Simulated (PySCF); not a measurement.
# AlF2H3SSi ((F)2Al-S-SiH3): the cost of one run

The runs use PySCF 2.14.0, with density-fitted response routines of our own; the level of theory stands in each step. All values are computed, except where a source is named. Atoms are numbered from 0 throughout.

### Step 1. The molecule as given

8 atoms, charge 0, multiplicity 1; geometry from: GFN2-xTB. The atoms were then displaced at random by about 0.03 Å, so the start is not that level's minimum.

Bonds of the start (Å): Al0–F1 1.68, Al0–F2 1.67, Al0–S3 2.22, S3–Si4 2.22, Si4–H5 1.47, Si4–H6 1.50, Si4–H7 1.43.

### Step 2. Geometry optimisation at PBE0-D3(BJ)/def2-SVP

Job settings and geometry (Å):

```
{"job": {"xc": "PBE0", "basis": "def2-SVP", "d3": "d3bj", "grid": 1, "maxiter": 40, "shake": 0.03, "kind": "geom"}, "charge": 0, "multiplicity": 1}
Al    -0.008090    -0.519980    -1.748960
F     -1.376960    -1.280580    -1.147910
F      0.102470    -0.581560    -3.410460
S      1.306670     0.743430    -0.474940
Si     0.137440     0.393770     1.384210
H     -1.204050     0.997000     1.284380
H      1.022040     1.159650     2.330240
H      0.158710    -0.997400     1.699740
```

Launch:

```sh
$ OMP_NUM_THREADS=1 python probes_run.py task.json out
```

The driver reads the jobs from task.json and runs them one after another.

**Question.** How long does this first job take on 1 thread of Intel Xeon at 2.50GHz, shared host, and how much memory does it need?

About 59 s, with a peak of 0.39 GiB.
